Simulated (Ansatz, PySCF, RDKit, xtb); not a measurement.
# AlSiH3F2: a search for the lowest isomer

Task: start from the formula AlSiH3F2, draw up candidate structures, narrow them down in stages, and characterise the one that lies lowest at 298.15 K.

The funnel: GFN2-xTB relaxations, single points with a density functional, relaxations at B3LYP-D3(BJ)/def2-SVP, harmonic vibrations, and a last energy at a higher level. All values are calculated.

7 further runs of the same task are left out: 7 set aside as unsound or not needed.

## Step 1: Candidates

A program enumerates the bonding patterns with one Lewis structure each (two rings at most, one unusual centre or charged pair), with their diastereomers. O–O, O–halogen and N–halogen bonds and N–N–N chains are not drawn. That gives 6 candidates.

| label | SMILES | spin |
| --- | --- | --- |
| c162 | F[SiH](F)[AlH2] | singlet |
| c310 | [F][AlH][SiH2]F | singlet |
| c495 | [F][AlH-]([F])[SiH2+] | singlet |
| c756 | F[Si+](F)[AlH3-] | singlet |
| c836 | [F][AlH2-][SiH+]F | singlet |
| c953 | [F][Al]([F])[SiH3] | singlet |

Candidates are built by distance geometry, with a force field where one applies, in up to four conformers (letters a to d). 16 starts with atoms placed at random are added, to find patterns that the rules miss.

Q: Predict the outcome of this search (final energies at CCSD(T)/def2-TZVP).

| quantity | value |
| --- | --- |
| lowest structure found | [F][Al]([F])[SiH3], singlet, Cs |
| next finalist | [F][AlH][SiH2]F, singlet, 20.8 kcal/mol higher in G |
| share at equilibrium, among the finalists | 100.0 % |
| harmonic wavenumbers, lowest and highest (B3LYP-D3(BJ)/def2-SVP) | 11 and 2231 cm⁻¹ |
| rotational constants, same geometry | 0.2068, 0.08255, 0.06024 cm⁻¹ |
| dipole moment (PBE0/def2-TZVPD) | 2.08 D |
| HOMO energy (PBE0/def2-TZVPD) | -8.77 eV |
| LUMO energy (PBE0/def2-TZVPD) | -1.58 eV |
| HOMO–LUMO gap (PBE0/def2-TZVPD) | 7.19 eV |
| lowest excitation (TD-PBE0/def2-SVPD) | 6.23 eV (f = 0.088) |
| strongest of the states computed, same level | 6.93 eV (f = 0.322) |
| lowest triplet excitation, same level, Tamm-Dancoff | 4.87 eV |
| vertical ionisation energy | 10.95 eV |
| vertical electron affinity | -0.02 eV (unbound: the value depends on the basis) |
| vertical triplet less singlet | +4.79 eV |

`[F][Al]([F])[SiH3]` comes out lowest. Among the finalists first place is clear (20.8 kcal/mol); structures outside the list aren't covered. GFN2-xTB, HF/STO-3G, r2SCAN-D4/def2-SVP, B3LYP-D3(BJ)/def2-SVP, HF/def2-TZVP and MP2/def2-TZVP already put its bonding pattern lowest among the structures in one piece. 2 minima inside the window were never screened. Lowest found is not proven lowest: the search is finite, and each finalist counts with one conformer. Patterns outside the rules of the enumeration were met only by chance. The lowest isomer need not be the one that is made and kept in a bottle, which depends on barriers.
